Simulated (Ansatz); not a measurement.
# SnTe: a single-point run

Wanted: a converged single-point run for SnTe, and a check of what comes out. The structure is shown as the input types it.

Method: density functional or hybrid calculation with the settings of its input, plane waves (as first typed), in Ansatz 0.2.0.

4 further runs of the same task are left out: 4 that didn't finish.

## Step 1: Starting point

Symmetry: Fm-3m, No. 225, cubic system. Conventional cell: a = 6.379 Å, b = 6.379 Å, c = 6.379 Å, α = 90.00°, β = 90.00°, γ = 90.00°. Sn (site symmetry m-3m) has 6 Te at 3.19 Å as nearest neighbours. Te (site symmetry m-3m) has 6 Sn at 3.19 Å as nearest neighbours.

The input asks for a charge of -2 e on the cell.

Structure file:

```
Sn Te
1.0
     0.00000    3.18933    3.18933
     3.18933    0.00000    3.18933
     3.18933    3.18933    0.00000
Sn Te
1 1
Cartesian
  0.0000 0.0000 0.0000
  3.1893 3.1893 3.1893
```

## Step 2: The run

Input file input.yaml:

```yaml
crystal:
  lattice:
    - [0.0, 3.1893300331, 3.1893300331]
    - [3.1893300331, 0.0, 3.1893300331]
    - [3.1893300331, 3.1893300331, 0.0]
  atoms:
    - { symbol: Sn, position: [0.0, 0.0, 0.0] }
    - { symbol: Te, position: [0.5, 0.5, 0.5] }
kpoints:
  mp_grid: { grid: [6, 6, 6] }
hamiltonian:
  xc: pbe
scf:
  occupations: { method: fermi_dirac, width: 0.02 }
  n_extra_bands: 4
  max_iter: 77
output:
  forces: true
  stress: true
  eigenvalues: true
total_charge: -2
```

Command:

```console
$ ansatz run input.yaml --threads 4 --pin off --max-ram 3686MiB --backend cpu --events-out ev --progress --plain --runs-dir out
```

**Question.** How will this run end, and is anything wrong with its input?

The program finished normally. Convergence says nothing about whether the input makes sense.

In the input, total_charge is -2. The net charge is not the one intended, so the run treats another number of electrons.

The test: delete total_charge (the default then holds).
